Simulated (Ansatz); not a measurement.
# CH3AlOS: ionisation energy by level of theory

One table from this session's results is given with a row withheld; the runs are named, their logs left out.

Method: unrestricted cation, the program's frozen cores in correlated methods; program: Ansatz 0.2.0, Gaussian basis.

Levels to be run: UKS PBE-D4/def2-TZVPP; UKS r2SCAN-D4/def2-TZVPP; UKS PBE0-D4/def2-TZVPP; UKS B3LYP-D4/def2-TZVPP; UKS wB97X-V/def2-TZVPP; UKS wB97M-V/def2-TZVPP; UKS B2PLYP/def2-TZVPP; UHF-MP2/def2-TZVPP; UHF-MP2/def2-QZVPP; then −ε(HOMO) from the neutral's earlier runs with LDA (SPW92), PBE-D4, revPBE-D4, BLYP-D4, r2SCAN-D4, B97M-V, PBE0-D4, B3LYP-D4, r2SCANh-D4, r2SCAN0-D4, HSE06-D4, BHLYP-D4, CAM-B3LYP-D4, LC-ωPBE, ωB97X-V, ωB97M-V.

1 further run of the same task is left out (it didn't finish).

## Structure used throughout

All runs share one geometry, relaxed beforehand with PBE0-D4 in a triple-zeta def2 set.

SMILES `[OH][AlH][CH]=S`, 7 atoms, charge 0, spin multiplicity 1.

Atoms are counted from 1 here; the program's logs count them from 0.

Bond lengths: O1–Al2 1.690 Å, O1–H5 0.960 Å, Al2–C3 1.975 Å, Al2–H6 1.575 Å, C3–S4 1.620 Å, C3–H7 1.094 Å. Angles: Al2–O1–H5 118.1°, O1–Al2–C3 115.8°, O1–Al2–H6 119.1°, C3–Al2–H6 125.0°, Al2–C3–S4 117.0°, Al2–C3–H7 125.9°, S4–C3–H7 117.2°.

Coordinates:

| atom | x (Å) | y (Å) | z (Å) |
| --- | --- | --- | --- |
| O1 | -1.7515 | 0.5436 | 0.2671 |
| Al2 | -0.0851 | 0.8129 | 0.3449 |
| C3 | 1.0566 | -0.6616 | -0.3059 |
| S4 | 0.3033 | -1.9867 | -0.8539 |
| H5 | -2.0574 | -0.2960 | -0.0829 |
| H6 | 0.4445 | 2.1825 | 0.9145 |
| H7 | 2.1507 | -0.6627 | -0.3293 |

The first run:

Contents of in.yaml:

```yaml
crystal:
  periodic: [false, false, false]
  atoms:
    - {symbol: O, position_ang: [-1.751473, 0.543627, 0.267061]}
    - {symbol: Al, position_ang: [-0.085057, 0.812871, 0.344903]}
    - {symbol: C, position_ang: [1.056635, -0.661564, -0.305935]}
    - {symbol: S, position_ang: [0.303304, -1.986696, -0.853895]}
    - {symbol: H, position_ang: [-2.057395, -0.296032, -0.082931]}
    - {symbol: H, position_ang: [0.444486, 2.182533, 0.914542]}
    - {symbol: H, position_ang: [2.150701, -0.662739, -0.329346]}
basis:
  gaussian: {orbitals: def2-TZVPP}
total_charge: 1
magnetization: {spin_polarized: true, initial_magnetization: 1}
hamiltonian: {xc: pbe, dispersion: d4}
```

Run with:

```sh
$ ansatz run in.yaml --threads 2 --pin off --events-out ev --progress --plain --max-ram 4352MiB
```

Steps of the session up to this table: Cation, UKS PBE-D4/def2-TZVPP; Cation, UKS r2SCAN-D4/def2-TZVPP; Cation, UKS PBE0-D4/def2-TZVPP; Cation, UKS B3LYP-D4/def2-TZVPP; Cation, UKS wB97X-V/def2-TZVPP; Cation, UKS wB97M-V/def2-TZVPP; Cation, UKS B2PLYP (frozen core)/def2-TZVPP; Cation, UHF-MP2/def2-TZVPP; Cation, UHF-MP2/def2-QZVPP.

One of the session's tables, all rows but one given; the rest of the session is left out.

For comparison, −ε(HOMO) of the neutral from earlier runs:

| functional | −ε(HOMO) (eV) |
| --- | --- |
| LDA (SPW92) | 5.37 |
| PBE-D4 | 5.24 |
| revPBE-D4 | 5.18 |
| BLYP-D4 | 5.09 |
| r2SCAN-D4 | 5.43 |
| B97M-V | ? |
| PBE0-D4 | 6.43 |
| B3LYP-D4 | 6.21 |
| r2SCANh-D4 | 5.88 |
| r2SCAN0-D4 | 6.55 |
| HSE06-D4 | 6.03 |
| BHLYP-D4 | 7.50 |
| CAM-B3LYP-D4 | 7.75 |
| LC-ωPBE | 9.11 |
| ωB97X-V | 8.75 |
| ωB97M-V | 8.58 |

Q: Estimate the row for B97M-V from the others.

The run gave: −ε(HOMO) (eV): 5.50. In the column «−ε(HOMO) (eV)» it lies between r2SCAN-D4 (5.43) and r2SCANh-D4 (5.88).
